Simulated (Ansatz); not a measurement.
Molecular dynamics of Li

Input:

```yaml
accuracy: low
crystal:
  lattice:
    - [6.98, 0.0, 0.0]
    - [0.0, 6.98, 0.0]
    - [0.0, 0.0, 6.98]
  atoms:
    - { symbol: Li, position: [0.0, 0.0, 0.0] }
    - { symbol: Li, position: [0.5, 0.0, 0.0] }
    - { symbol: Li, position: [0.0, 0.5, 0.0] }
    - { symbol: Li, position: [0.0, 0.0, 0.5] }
    - { symbol: Li, position: [0.25, 0.25, 0.25] }
    - { symbol: Li, position: [0.5, 0.5, 0.0] }
    - { symbol: Li, position: [0.5, 0.0, 0.5] }
    - { symbol: Li, position: [0.75, 0.25, 0.25] }
    - { symbol: Li, position: [0.0, 0.5, 0.5] }
    - { symbol: Li, position: [0.25, 0.75, 0.25] }
    - { symbol: Li, position: [0.25, 0.25, 0.75] }
    - { symbol: Li, position: [0.5, 0.5, 0.5] }
    - { symbol: Li, position: [0.75, 0.75, 0.25] }
    - { symbol: Li, position: [0.75, 0.25, 0.75] }
    - { symbol: Li, position: [0.25, 0.75, 0.75] }
    - { symbol: Li, position: [0.75, 0.75, 0.75] }
basis:
  ecutwfc: 420.0
kpoints:
  mp_grid: { grid: [3, 3, 3] }
hamiltonian:
  xc: pbe
  dispersion: d3bj
scf:
  occupations: { method: fermi_dirac, width: 0.11 }
  lower_state_search: "off"
md:
  timestep: 1
  n_steps: 50
  ensemble: nvt_langevin
  temperature: 1300.0
  initial_velocities: maxwell_boltzmann
  seed: 844460
  friction: 0.02
```

Command:

```bash
$ ansatz run input.yaml --threads 1 --pin off --max-ram 3072MiB --backend cpu --events-out ev --progress --plain --runs-dir out
```

It starts from a structure without forces on its atoms.

Output, in part (step lines):

```
md step     0: t =     0.00 fs  T =  1218.8 K  F+E_penalty+E_count = -3277.76244938 eV  E_kin = 2.520570 eV  (6 SCF iters)
md step     1: t =     1.00 fs  T =  1056.5 K  F+E_penalty+E_count = -3277.75713443 eV  E_kin = 2.185046 eV  (5 SCF iters)
md step     2: t =     2.00 fs  T =  1085.9 K  F+E_penalty+E_count = -3277.74189703 eV  E_kin = 2.245904 eV  (5 SCF iters)
md step     3: t =     3.00 fs  T =  1088.5 K  F+E_penalty+E_count = -3277.71657912 eV  E_kin = 2.251218 eV  (5 SCF iters)
md step     4: t =     4.00 fs  T =  1052.8 K  F+E_penalty+E_count = -3277.68221834 eV  E_kin = 2.177261 eV  (5 SCF iters)
md step     5: t =     5.00 fs  T =  1064.2 K  F+E_penalty+E_count = -3277.63958109 eV  E_kin = 2.200873 eV  (5 SCF iters)
md step     6: t =     6.00 fs  T =  1080.1 K  F+E_penalty+E_count = -3277.58808275 eV  E_kin = 2.233856 eV  (5 SCF iters)
md step     7: t =     7.00 fs  T =  1065.3 K  F+E_penalty+E_count = -3277.52848560 eV  E_kin = 2.203207 eV  (5 SCF iters)
md step     8: t =     8.00 fs  T =  1016.8 K  F+E_penalty+E_count = -3277.46292902 eV  E_kin = 2.102933 eV  (5 SCF iters)
md step     9: t =     9.00 fs  T =  1114.1 K  F+E_penalty+E_count = -3277.39169160 eV  E_kin = 2.304120 eV  (5 SCF iters)
md step    10: t =    10.00 fs  T =  1029.6 K  F+E_penalty+E_count = -3277.31618543 eV  E_kin = 2.129355 eV  (6 SCF iters)
md step    11: t =    11.00 fs  T =   925.3 K  F+E_penalty+E_count = -3277.24013039 eV  E_kin = 1.913640 eV  (5 SCF iters)
md step    12: t =    12.00 fs  T =   923.5 K  F+E_penalty+E_count = -3277.16034376 eV  E_kin = 1.909947 eV  (5 SCF iters)
md step    13: t =    13.00 fs  T =   705.8 K  F+E_penalty+E_count = -3277.07692895 eV  E_kin = 1.459748 eV  (5 SCF iters)
md step    14: t =    14.00 fs  T =   783.3 K  F+E_penalty+E_count = -3276.99152421 eV  E_kin = 1.620072 eV  (5 SCF iters)
md step    15: t =    15.00 fs  T =   679.8 K  F+E_penalty+E_count = -3276.90715504 eV  E_kin = 1.406006 eV  (5 SCF iters)
md step    16: t =    16.00 fs  T =   579.4 K  F+E_penalty+E_count = -3276.83467876 eV  E_kin = 1.198274 eV  (5 SCF iters)
md step    17: t =    17.00 fs  T =   570.6 K  F+E_penalty+E_count = -3276.77475232 eV  E_kin = 1.180178 eV  (5 SCF iters)
md step    18: t =    18.00 fs  T =   536.3 K  F+E_penalty+E_count = -3276.72744426 eV  E_kin = 1.109184 eV  (5 SCF iters)
md step    19: t =    19.00 fs  T =   533.5 K  F+E_penalty+E_count = -3276.68646715 eV  E_kin = 1.103419 eV  (5 SCF iters)
md step    20: t =    20.00 fs  T =   483.4 K  F+E_penalty+E_count = -3276.64838956 eV  E_kin = 0.999801 eV  (5 SCF iters)
md step    21: t =    21.00 fs  T =   432.4 K  F+E_penalty+E_count = -3276.61694555 eV  E_kin = 0.894360 eV  (5 SCF iters)
md step    22: t =    22.00 fs  T =   451.4 K  F+E_penalty+E_count = -3276.58855691 eV  E_kin = 0.933475 eV  (5 SCF iters)
md step    23: t =    23.00 fs  T =   431.9 K  F+E_penalty+E_count = -3276.56694077 eV  E_kin = 0.893279 eV  (5 SCF iters)
md step    24: t =    24.00 fs  T =   496.3 K  F+E_penalty+E_count = -3276.55909517 eV  E_kin = 1.026342 eV  (5 SCF iters)
md step    25: t =    25.00 fs  T =   505.9 K  F+E_penalty+E_count = -3276.56171289 eV  E_kin = 1.046312 eV  (5 SCF iters)
md step    26: t =    26.00 fs  T =   553.0 K  F+E_penalty+E_count = -3276.57173943 eV  E_kin = 1.143655 eV  (4 SCF iters)
md step    27: t =    27.00 fs  T =   576.0 K  F+E_penalty+E_count = -3276.58640989 eV  E_kin = 1.191247 eV  (5 SCF iters)
md step    28: t =    28.00 fs  T =   633.1 K  F+E_penalty+E_count = -3276.60090681 eV  E_kin = 1.309253 eV  (5 SCF iters)
md step    29: t =    29.00 fs  T =   625.4 K  F+E_penalty+E_count = -3276.61647566 eV  E_kin = 1.293468 eV  (5 SCF iters)
md step    30: t =    30.00 fs  T =   684.9 K  F+E_penalty+E_count = -3276.63371594 eV  E_kin = 1.416436 eV  (5 SCF iters)
md step    31: t =    31.00 fs  T =   789.9 K  F+E_penalty+E_count = -3276.65126793 eV  E_kin = 1.633648 eV  (5 SCF iters)
md step    32: t =    32.00 fs  T =   888.1 K  F+E_penalty+E_count = -3276.66854039 eV  E_kin = 1.836769 eV  (5 SCF iters)
md step    33: t =    33.00 fs  T =   909.0 K  F+E_penalty+E_count = -3276.68499846 eV  E_kin = 1.879992 eV  (5 SCF iters)
md step    34: t =    34.00 fs  T =  1044.4 K  F+E_penalty+E_count = -3276.69997930 eV  E_kin = 2.159928 eV  (5 SCF iters)
md step    35: t =    35.00 fs  T =   996.5 K  F+E_penalty+E_count = -3276.71186241 eV  E_kin = 2.060913 eV  (4 SCF iters)
md step    36: t =    36.00 fs  T =  1019.7 K  F+E_penalty+E_count = -3276.72047293 eV  E_kin = 2.108832 eV  (5 SCF iters)
md step    37: t =    37.00 fs  T =  1059.8 K  F+E_penalty+E_count = -3276.72614554 eV  E_kin = 2.191804 eV  (5 SCF iters)
md step    38: t =    38.00 fs  T =  1076.7 K  F+E_penalty+E_count = -3276.72622377 eV  E_kin = 2.226788 eV  (5 SCF iters)
md step    39: t =    39.00 fs  T =  1007.3 K  F+E_penalty+E_count = -3276.71979256 eV  E_kin = 2.083260 eV  (4 SCF iters)
md step    40: t =    40.00 fs  T =  1107.6 K  F+E_penalty+E_count = -3276.71054725 eV  E_kin = 2.290702 eV  (6 SCF iters)
md step    41: t =    41.00 fs  T =  1089.8 K  F+E_penalty+E_count = -3276.69963346 eV  E_kin = 2.253909 eV  (5 SCF iters)
md step    42: t =    42.00 fs  T =  1064.3 K  F+E_penalty+E_count = -3276.68404812 eV  E_kin = 2.201136 eV  (5 SCF iters)
md step    43: t =    43.00 fs  T =   986.4 K  F+E_penalty+E_count = -3276.66675882 eV  E_kin = 2.040102 eV  (5 SCF iters)
md step    44: t =    44.00 fs  T =   997.2 K  F+E_penalty+E_count = -3276.65043911 eV  E_kin = 2.062388 eV  (4 SCF iters)
md step    45: t =    45.00 fs  T =   837.5 K  F+E_penalty+E_count = -3276.63386743 eV  E_kin = 1.732146 eV  (5 SCF iters)
md step    46: t =    46.00 fs  T =   878.4 K  F+E_penalty+E_count = -3276.61716765 eV  E_kin = 1.816639 eV  (5 SCF iters)
md step    47: t =    47.00 fs  T =   853.3 K  F+E_penalty+E_count = -3276.59895944 eV  E_kin = 1.764708 eV  (5 SCF iters)
md step    48: t =    48.00 fs  T =   947.2 K  F+E_penalty+E_count = -3276.58130718 eV  E_kin = 1.958951 eV  (5 SCF iters)
md step    49: t =    49.00 fs  T =   912.8 K  F+E_penalty+E_count = -3276.56412947 eV  E_kin = 1.887860 eV  (5 SCF iters)
md step    50: t =    50.00 fs  T =   875.9 K  F+E_penalty+E_count = -3276.54771259 eV  E_kin = 1.811573 eV  (6 SCF iters)
```

The run went to its last step. The mean temperature of the second half is 32 % below the set value. A run of 0.05 ps of so small a system gives no equilibrium averages. Limits of this set-up: coarse k mesh, low accuracy level.

Mean squared displacements from the first frame to the last, about the centre of mass: Li 0.20 Å².

Last frame:

```xyz
16
Lattice="6.9800 0.0000 0.0000 0.0000 6.9800 0.0000 0.0000 0.0000 6.9800" Properties=species:S:1:pos:R:3
Li 0.032 -0.096 -0.394
Li 3.687 -0.048 0.042
Li 0.235 3.583 -0.361
Li -0.441 -0.222 3.540
Li 2.069 1.869 1.431
Li 3.318 3.761 0.318
Li 3.815 -0.280 2.906
Li 5.169 1.854 1.781
Li 0.044 3.434 3.282
Li 1.398 5.790 1.547
Li 1.720 1.917 4.856
Li 3.613 3.732 3.304
Li 5.934 4.778 1.380
Li 5.090 1.989 4.902
Li 1.812 5.201 5.157
Li 4.762 5.111 5.317
```

Run time: 6.9 min on 1 thread of Intel(R) Xeon(R) Platinum 8259CL CPU @ 2.50GHz (Skylake/Cascade Lake), with other jobs on the host, peak memory 0.64 GiB.
